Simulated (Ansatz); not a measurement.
# C2H3BOS: two geometries relaxed

Are the two ends of the shift of H6 from B1 to C2 separate minima, and which lies lower? Each is relaxed from a guess. SMILES of the start: B1C=CSO1.

Method: RHF/def2-SVP, in Ansatz 0.2.0.

### 1 The structure to begin with

Bond lengths: B1–C2 1.532 Å, C2–C3 1.351 Å, C3–S4 1.722 Å, B1–O5 1.362 Å, S4–O5 1.634 Å, B1–H6 1.165 Å, C2–H7 1.078 Å, C3–H8 1.074 Å. Angles: B1–C2–C3 108.8°, B1–C2–H7 130.5°, C3–C2–H7 120.7°, C2–B1–O5 110.4°, C2–B1–H6 132.3°, O5–B1–H6 117.3°, C2–C3–S4 113.0°, C2–C3–H8 129.3°, S4–C3–H8 117.7°, C3–S4–O5 93.4°, B1–O5–S4 114.3°.

Coordinates:

```xyz
8

B    -0.2747    1.1569    0.0577
C     0.5878   -0.0095    0.5517
C     0.2191   -1.1321   -0.1035
S    -1.0521   -0.8650   -1.2334
O    -1.1536    0.7292   -0.8913
H    -0.3033    2.2868    0.3417
H     1.3740   -0.0350    1.2884
H     0.6026   -2.1314   -0.0112
```

### 2 End point A

The input, input.yaml:

```yaml
crystal:
  periodic: [false, false, false]
  atoms:
    - { symbol: B, position_ang: [-0.27466, 1.15691, 0.05768] }
    - { symbol: C, position_ang: [0.58782, -0.00948, 0.55174] }
    - { symbol: C, position_ang: [0.21912, -1.13211, -0.10352] }
    - { symbol: S, position_ang: [-1.05206, -0.86496, -1.23345] }
    - { symbol: O, position_ang: [-1.15355, 0.7292, -0.89133] }
    - { symbol: H, position_ang: [-0.30327, 2.28684, 0.34167] }
    - { symbol: H, position_ang: [1.37399, -0.03497, 1.28843] }
    - { symbol: H, position_ang: [0.60261, -2.13143, -0.01123] }
basis:
  gaussian: { orbitals: def2-SVP }
hamiltonian:
  xc: hf
relax:
  f_tol: 0.02
  max_steps: 50
```

Started as:

```bash
ansatz run input.yaml --threads 1 --pin off --max-ram 2048MiB --backend cpu --events-out ev --progress --plain --runs-dir out
```

What it wrote, cut to the lines that bear on the results:

```text
Warning: RAYON_NUM_THREADS=1 ignored (pool sized by the plan → 1); use --threads N
[...]
Functional definition: HF
[...]
977 factors; integrals over basis functions are off by at most 3.4e-4 eV
[...]
mean field -15627.49143141 eV, -574.2997174100 hartree, gradient 3.7e-5 eV, S^2 0.000000; 0 other end points of the search recorded, 0 dependent functions left out
[...]
reference -15627.49143141 eV, -574.2997174100 hartree; 22, 22 occupied and 67, 67 virtual orbitals, 977 factors
relax step   1: F+E_penalty+E_count = -15627.49143141 eV  Δ(F+E_penalty+E_count) = +0.000e0 eV  max|allowed force component| = 9.304e-1 eV/Å  Δτ_max = 0.0000 Å  (37 SCF iters, accepted)
[...]
relax step   6: F+E_penalty+E_count = -15627.52390535 eV  Δ(F+E_penalty+E_count) = -4.643e-4 eV  max|allowed force component| = 2.710e-2 eV/Å  Δτ_max = 0.0040 Å  (39 SCF iters, accepted)
[...]
relax step   7: F+E_penalty+E_count = -15627.52392895 eV  Δ(F+E_penalty+E_count) = -2.359e-5 eV  max|allowed force component| = 6.126e-3 eV/Å  Δτ_max = 0.0007 Å  (39 SCF iters, accepted)
977 factors; integrals over basis functions are off by at most 3.5e-4 eV
[...]
mean field -15627.52392895 eV, -574.3009116727 hartree, gradient 8.2e-5 eV, S^2 0.000000; 1 other end points of the search recorded, 0 dependent functions left out
[...]
reference -15627.52392895 eV, -574.3009116727 hartree; 22, 22 occupied and 67, 67 virtual orbitals, 977 factors
Total energy: -15627.52392895 eV, -574.3009116727 hartree
Atom 0 at    -0.283224     1.159458     0.050009 Å, force     0.002436     0.006126     0.001532 eV/Å
Atom 1 at     0.588234    -0.022490     0.550048 Å, force    -0.003030    -0.002443    -0.002078 eV/Å
Atom 2 at     0.217445    -1.131235    -0.104336 Å, force     0.002991     0.000612     0.002427 eV/Å
Atom 3 at    -1.064064    -0.878895    -1.247223 Å, force    -0.002155     0.002879    -0.001124 eV/Å
Atom 4 at    -1.165166     0.728318    -0.902443 Å, force    -0.001554    -0.003754    -0.001468 eV/Å
Atom 5 at    -0.286811     2.312476     0.362595 Å, force    -0.000494    -0.001778    -0.000465 eV/Å
Atom 6 at     1.375439    -0.035146     1.291023 Å, force     0.000730    -0.001261     0.000479 eV/Å
Atom 7 at     0.618147    -2.132485     0.000317 Å, force     0.001076    -0.000380     0.000696 eV/Å
Dipole moment:     0.263791    -0.390411     0.142590 e Å
```

It took 32 s on 1 thread of AMD EPYC 7R43 (Zen 3), shared host; peak memory 0.18 GiB.

Relaxation path:

| step | energy from step 1 (eV) | largest force component (eV/Å) |
| --- | --- | --- |
| 1 | 0.0000 | 0.9304 |
| 2 | -0.0278 | 0.3620 |
| 3 | -0.0318 | 0.1027 |
| 4 | -0.0320 | 0.0918 |
| 5x | -0.0318 | 0.0987 |
| 6 | -0.0325 | 0.0271 |
| 7 | -0.0325 | 0.0061 |

Step 1 is the start. 1 step was tried and not accepted (marked x).

After: Bond lengths: B1–C2 1.551 Å, C2–C3 1.340 Å, C3–S4 1.736 Å, B1–O5 1.368 Å, S4–O5 1.647 Å, B1–H6 1.195 Å, C2–H7 1.081 Å, C3–H8 1.084 Å. Angles: B1–C2–C3 108.5°, B1–C2–H7 129.7°, C3–C2–H7 121.8°, C2–B1–O5 110.3°, C2–B1–H6 130.7°, O5–B1–H6 119.0°, C2–C3–S4 113.9°, C2–C3–H8 128.0°, S4–C3–H8 118.1°, C3–S4–O5 92.8°, B1–O5–S4 114.4°.

### 3 Relaxing end B

The second end starts from a geometry with the move made by hand.

input.yaml: that of step 2 with these lines changed.

```diff
@@ -8,3 +8,3 @@
     - { symbol: O, position_ang: [-1.15355, 0.7292, -0.89133] }
-    - { symbol: H, position_ang: [-0.30327, 2.28684, 0.34167] }
+    - { symbol: H, position_ang: [0.9359, 0.86019, 1.10907] }
     - { symbol: H, position_ang: [1.37399, -0.03497, 1.28843] }
@@ -18 +18,3 @@
   max_steps: 50
+output:
+  orbitals: {}
```

Started as:

```bash
ansatz run input.yaml --threads 1 --pin off --max-ram 2048MiB --backend cpu --events-out ev --progress --plain --runs-dir out
```

What it wrote, cut to the lines that bear on the results:

```text
Warning: RAYON_NUM_THREADS=1 ignored (pool sized by the plan → 1); use --threads N
[...]
Functional definition: HF
[...]
978 factors; integrals over basis functions are off by at most 3.3e-4 eV
[...]
mean field -15619.51704162 eV, -574.0066639907 hartree, gradient 2.9e-5 eV, S^2 0.000000; 0 other end points of the search recorded, 0 dependent functions left out
[...]
reference -15619.51704162 eV, -574.0066639907 hartree; 22, 22 occupied and 67, 67 virtual orbitals, 978 factors
relax step   1: F+E_penalty+E_count = -15619.51704162 eV  Δ(F+E_penalty+E_count) = +0.000e0 eV  max|allowed force component| = 5.445e0 eV/Å  Δτ_max = 0.0000 Å  (49 SCF iters, accepted)
[...]
relax step   4: F+E_penalty+E_count = -15622.42050614 eV  Δ(F+E_penalty+E_count) = -1.008e0 eV  max|allowed force component| = 4.955e0 eV/Å  Δτ_max = 0.1952 Å  (39 SCF iters, accepted)
[...]
reference -15627.52391828 eV, -574.3009112808 hartree; 22, 22 occupied and 67, 67 virtual orbitals, 978 factors
Total energy: -15627.52391828 eV, -574.3009112808 hartree
Atom 0 at     0.021262     0.993842     0.285757 Å, force    -0.000032    -0.002292    -0.000868 eV/Å
Atom 1 at     0.749068    -0.335737     0.615897 Å, force     0.007169    -0.004949     0.005600 eV/Å
Atom 2 at     0.225533    -1.308452    -0.142154 Å, force    -0.003968     0.010517    -0.001263 eV/Å
Atom 3 at    -1.043114    -0.770709    -1.197971 Å, force     0.000157    -0.006074    -0.001442 eV/Å
Atom 4 at    -0.932134     0.786183    -0.672801 Å, force    -0.000410    -0.002260    -0.000855 eV/Å
Atom 5 at     0.171022     2.094769     0.724607 Å, force    -0.000485    -0.000920    -0.000669 eV/Å
Atom 6 at     1.547131    -0.530119     1.318863 Å, force     0.002114     0.000946     0.002309 eV/Å
Atom 7 at     0.500402    -2.356428    -0.164807 Å, force    -0.004544     0.005033    -0.002811 eV/Å
Dipole moment:     0.216420    -0.433265     0.087946 e Å
```

It took 53 s on 1 thread of AMD EPYC 7R43 (Zen 3), shared host; peak memory 0.18 GiB.

Step by step:

```csv
step,energy from step 1 (eV),largest force component (eV/Å)
1,0.0000,5.4452
2,-0.8293,3.7382
3,-1.8953,3.7487
4,-2.9035,4.9553
5,-4.3970,6.7567
6,-5.9435,4.1878
7,-6.9488,2.5323
8,-7.5845,1.2936
9,-7.9357,0.5406
10,-7.9963,0.5574
11,-8.0043,0.2728
12,-8.0045,0.2836
13,-8.0068,0.0332
14,-8.0069,0.0105
```

Step 1 is the start.

After: Bond lengths: B1–C2 1.551 Å, C2–C3 1.340 Å, C3–S4 1.736 Å, B1–O5 1.368 Å, S4–O5 1.647 Å, B1–H6 1.195 Å, C2–H7 1.081 Å, C3–H8 1.084 Å. Angles: B1–C2–C3 108.6°, B1–C2–H7 129.7°, C3–C2–H7 121.7°, C2–B1–O5 110.2°, C2–B1–H6 130.8°, O5–B1–H6 119.0°, C2–C3–S4 113.9°, C2–C3–H8 127.9°, S4–C3–H8 118.2°, C3–S4–O5 92.8°, B1–O5–S4 114.5°.

Pairs that crossed the distance rule for bonds on the way: came closer B1–H6; moved apart C2–H6.

### 4 Outcome

| quantity | value |
| --- | --- |
| end A | 5 moves, 0.032 eV lower |
| end B | 13 moves, 8.007 eV lower |
| largest difference between the ends | 0.00 Å |
| end B relative to end A | +0.000 eV |

In words: The two relaxations end at one structure, within 0.00 Å: no second minimum was found from this start, which doesn't rule one out.
